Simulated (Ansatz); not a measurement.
**C₅H₁₀BN: a ladder of functionals and wavefunction methods**

An exercise on one series of results from a longer session: the logs are not shown, and one member is left open.

Program: Ansatz 0.2.0, Gaussian basis. Level of theory: functionals in def2-TZVPP, the program's frozen cores in correlated methods. These are calculated values, not measurements.

The runs, in order: LDA (SPW92), PBE-D4, revPBE-D4, BLYP-D4, r2SCAN-D4, B97M-V, PBE0-D4, B3LYP-D4, r2SCANh-D4, r2SCAN0-D4, HSE06-D4, BHLYP-D4, CAM-B3LYP-D4, LC-ωPBE, ωB97X-V, ωB97M-V, B2PLYP, PBE-QIDH; CCSD(T)/def2-SVP; MP2/def2-TZVPP; RPA on PBE.

1 further run of the same task is left out (it didn't finish). Runs told in other sessions of the task aren't counted.

### The geometry

An earlier PBE0-D4 in a triple-zeta def2 set relaxation fixed the geometry.

17 atoms, charge 0, spin multiplicity 1.

Atoms are counted from 1 here; the program's logs count them from 0.

Bond lengths: B1–N2 1.399 Å, B1–H8 1.195 Å, B1–H9 1.195 Å, N2–C3 1.398 Å, N2–C5 1.457 Å, C3–C4 1.329 Å, C3–H10 1.084 Å, C4–H11 1.081 Å, C4–H12 1.081 Å, C5–C6 1.498 Å, C5–H13 1.092 Å, C5–H14 1.095 Å, C6–C7 1.324 Å, C6–H15 1.088 Å, C7–H16 1.086 Å, C7–H17 1.083 Å. Angles: N2–B1–H8 118.9°, N2–B1–H9 118.7°, H8–B1–H9 122.4°, B1–N2–C3 121.0°, B1–N2–C5 121.5°, C3–N2–C5 117.5°, N2–C3–C4 127.1°, N2–C3–H10 112.5°, C4–C3–H10 120.5°, C3–C4–H11 123.4°, C3–C4–H12 119.0°, H11–C4–H12 117.5°, N2–C5–C6 113.7°, N2–C5–H13 106.5°, N2–C5–H14 109.7°, C6–C5–H13 108.9°, C6–C5–H14 110.3°, H13–C5–H14 107.4° and more.

Set-up of the first run:

Input file in.yaml:

```yaml
crystal:
  periodic: [false, false, false]
  atoms:
    - {symbol: B, position_ang: [-0.981895, 2.206945, 0.003304]}
    - {symbol: N, position_ang: [-0.640309, 0.869038, -0.221899]}
    - {symbol: C, position_ang: [-0.519221, 0.366803, -1.520580]}
    - {symbol: C, position_ang: [-0.209305, -0.877177, -1.872694]}
    - {symbol: C, position_ang: [-0.404173, -0.053078, 0.881211]}
    - {symbol: C, position_ang: [1.039844, -0.398443, 1.077378]}
    - {symbol: C, position_ang: [1.487988, -1.610993, 1.361906]}
    - {symbol: H, position_ang: [-1.092353, 2.593146, 1.128995]}
    - {symbol: H, position_ang: [-1.153356, 2.921631, -0.939057]}
    - {symbol: H, position_ang: [-0.719994, 1.118186, -2.275987]}
    - {symbol: H, position_ang: [0.024418, -1.656409, -1.161266]}
    - {symbol: H, position_ang: [-0.167661, -1.130611, -2.923163]}
    - {symbol: H, position_ang: [-0.776734, 0.438693, 1.782715]}
    - {symbol: H, position_ang: [-0.995692, -0.963220, 0.735448]}
    - {symbol: H, position_ang: [1.732863, 0.437565, 1.013175]}
    - {symbol: H, position_ang: [0.817847, -2.463647, 1.423873]}
    - {symbol: H, position_ang: [2.538832, -1.798730, 1.546543]}
basis:
  gaussian: {orbitals: def2-TZVPP}
hamiltonian: {xc: lda}
output: {orbitals: {seedname: orbitals}}
```

The run is started by

```console
> ansatz run in.yaml --threads 4 --pin off --events-out ev --progress --plain --max-ram 11315MiB
```

Among the steps run: LDA; PBE-D4 (GGA); revPBE-D4 (GGA); BLYP-D4 (GGA); r2SCAN-D4 (meta-GGA); B97M-V (meta-GGA); PBE0-D4 (hybrid); B3LYP-D4 (hybrid); r2SCANh-D4 (hybrid); r2SCAN0-D4 (hybrid); HSE06-D4 (hybrid); BHLYP-D4 (hybrid); CAM-B3LYP-D4 (range-separated); LC-ωPBE (range-separated); ωB97X-V (range-separated); ωB97M-V (range-separated); B2PLYP (double hybrid); PBE-QIDH (double hybrid).

One table of the session follows, with a row left open; its other results are not shown here.

It belongs to the step «Orbital energies across the functionals». 

```
  functional  HOMO (eV)  gap (eV)
 LDA (SPW92)      -5.96      4.13
      PBE-D4      -5.75      4.18
   revPBE-D4          ?         ?
     BLYP-D4      -5.57      4.15
   r2SCAN-D4      -5.89      4.61
      B97M-V      -5.92      4.60
     PBE0-D4      -6.76      6.14
    B3LYP-D4      -6.55      5.71
  r2SCANh-D4      -6.28      5.34
  r2SCAN0-D4      -6.87      6.42
    HSE06-D4      -6.37      5.37
    BHLYP-D4      -7.64      8.00
CAM-B3LYP-D4      -8.03      8.45
     LC-ωPBE      -9.36     10.94
     ωB97X-V      -8.99     10.46
     ωB97M-V      -8.94     10.16
```

**Question.** Estimate the row for revPBE-D4.

**Answer.** HOMO (eV): -5.67; gap (eV): 4.20. In the column «HOMO (eV)» it lies between PBE-D4 (-5.75) and BLYP-D4 (-5.57).
